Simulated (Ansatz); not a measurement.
# CaPb, space group P4/mmm: an equation of state with a fit

Program: Ansatz's Python interface.

Interactive session:
```pycon
>>> import ansatz as az
>>> from ase.eos import EquationOfState
>>> from ase.units import GPa
>>> import numpy as np
>>> VECTORS = np.array([
...     [3.56664, 0.0, 0.0],
...     [0.0, 3.56664, 0.0],
...     [0.0, 0.0, 4.62751],
... ])
>>> SITES = [
...     ("Ca", (0.0, 0.0, 0.0)),
...     ("Pb", (0.5, 0.5, 0.5)),
... ]
>>> def make_crystal(cell):
...     crystal = az.Crystal(lattice=az.Lattice.of(cell))
...     for symbol, position in SITES:
...         crystal = crystal.atom(symbol, position)
...     return crystal
...
>>> volumes, energies = [], []
>>> for scale in np.linspace(0.88, 1.12, 7):
...     cell = VECTORS * scale ** (1 / 3)
...     setup = (
...         make_crystal(cell).calculation()
...         .scf(self_checks="low")
...         .accuracy("medium")
...         .basis(31 * az.Ry)
...         .functional(az.Functional.PBESOL)
...         .occupations("gaussian", width=20 * az.meV)
...         .kpoints(8, 8, 6)
...     )
...     rep = setup.run(threads=1).report
...     volumes.append(abs(np.linalg.det(cell)) / len(SITES))
...     energies.append(rep["free_energy_ev"] / len(SITES))
...     print(f"V = {volumes[-1]:8.4f} A^3/atom  F = {energies[-1]:.5f} eV/atom")
...
V =  25.9011 A^3/atom  F = -6774.87736 eV/atom
V =  27.0784 A^3/atom  F = -6774.90191 eV/atom
V =  28.2558 A^3/atom  F = -6774.91111 eV/atom
V =  29.4331 A^3/atom  F = -6774.90775 eV/atom
V =  30.6104 A^3/atom  F = -6774.89427 eV/atom
V =  31.7877 A^3/atom  F = -6774.87272 eV/atom
V =  32.9651 A^3/atom  F = -6774.84488 eV/atom
>>> eos = EquationOfState(volumes, energies, eos="birchmurnaghan")
>>> v0, e0, bulk = eos.fit()
>>> print(f"V0 = {v0:.4f} A^3/atom, E0 = {e0:.5f} eV/atom, B = {bulk / GPa:.1f} GPa")
V0 = 28.4875 A^3/atom, E0 = -6774.91132 eV/atom, B = 39.2 GPa
```

A third-order Birch-Murnaghan fit through the 7 points has its minimum at 28.49 Å³ an atom, 3.2 % below the typed cell, with a bulk modulus of 39 GPa. From that minimum the energy rises by 34.0 meV an atom on the compressed side and 66.4 meV on the expanded side.

Reading the output:
- These settings explore the input space; cutoff and mesh may be short of convergence.
- Shape and fractional positions are held along the curve, so the bulk modulus is an upper value where they are free to relax, by a factor of two or more in layered or hydrogen-bonded cells.
- The mesh is modest for a metal, so energies can be off by several to tens of meV an atom and pressures by half a GPa or more; differences at equal mesh fare better.
- Spin-orbit coupling, which matters for elements this heavy, is left out.
- The structure comes from a database of computed cells and needn't be a stable or known phase.
- Timing: 13 s on 1 thread of Intel(R) Xeon(R) Processor @ 2.30GHz (shared host), peak memory 0.54 GiB.
